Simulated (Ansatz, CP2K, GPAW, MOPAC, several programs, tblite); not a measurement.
# What cheap methods get right for TlZnBr3

How much accuracy does each second buy? TlZnBr3 is computed with 10 methods of unlike cost, up to r2SCAN.

Method: no spin polarisation, static lattice; gaps from single points on the cell relaxed beforehand with r²SCAN, in MOPAC, tblite, CP2K, Ansatz, GPAW (versions at each run).

## Step 1: The starting structure

Symmetry: Pm-3m, No. 221, cubic system. Conventional cell: a = 5.200 Å, b = 5.200 Å, c = 5.200 Å, α = 90.00°, β = 90.00°, γ = 90.00°. Around Tl (site symmetry m-3m) lie 12 Br at 3.68 Å. Zn (site symmetry m-3m) is surrounded by 6 Br at 2.60 Å. Br (site symmetry 4/mmm) has 2 Zn at 2.60 Å and 4 Tl at 3.68 Å in its first shell of neighbours.

Coordinates:

```xyz
5
Lattice="5.2004 0.0000 0.0000 0.0000 5.2004 0.0000 0.0000 0.0000 5.2004" Properties=species:S:1:pos:R:3 pbc="T T T"
Tl    0.0000    0.0000    0.0000
Zn    2.6002    2.6002    2.6002
Br    2.6002    2.6002    0.0000
Br    2.6002    0.0000    2.6002
Br    0.0000    2.6002    2.6002
```

The structure type (cubic perovskite) is imposed and need not be the compound's stable one.

**Question.** The methods are PM6, PM7, GFN1-xTB (tblite), GFN2-xTB (tblite), PBE/DZVP, PBE/SZV, coarse PBE, GLLB-SC, PBE, r2SCAN. What gap does r2SCAN give on this cell, and which other methods (full PBE left aside) come nearest to r2SCAN and farthest in gap, volume and bulk modulus?

| quantity | value |
| --- | --- |
| r2SCAN | gap 0.88 eV, 28.13 Å³/atom, B₀ 36 GPa |
| gap: nearest and farthest of the other methods | GLLB-SC (+0.34 eV), PM7 (+5.71 eV) |
| volume: nearest and farthest of the other methods | PBE/DZVP (+5.5 %), PBE/SZV (+11.6 %) |
| bulk modulus: nearest and farthest of the other methods | PBE/SZV (-21 %), PM7 (+40 %) |

What this shows: Among the 8 methods compared for the gap (full PBE left aside), GLLB-SC is nearest to r2SCAN and PM7 farthest. For the volume, of the 4 methods compared (full PBE left aside), PBE/DZVP comes nearest to r2SCAN and PBE/SZV is farthest. For the bulk modulus, of the 4 methods compared (full PBE left aside), PBE/SZV comes nearest to r2SCAN and PM7 is farthest. A minimal basis or a coarse cutoff and mesh shifts results by its own error, so closeness to r2SCAN can be chance. Cluster runs see only the k-points that fold onto the zone centre, so their gaps can miss the band edges. GLLB-SC is compared with its derivative discontinuity added. No volume is given for PM6, GFN1-xTB (tblite), coarse PBE, which can hide a larger miss. CPU times run from 1.4 s (coarse PBE) to 41 s (PM6). On this cell PM6, PBE/DZVP, GLLB-SC cost more than r2SCAN itself (15 s), so they are no saving here. A cluster method computes far more atoms than the primitive cell, so on a small crystal it can cost more than plane waves. r2SCAN is a yardstick, not the truth: it usually gives gaps below the measured ones. Spin-orbit coupling is left out throughout.
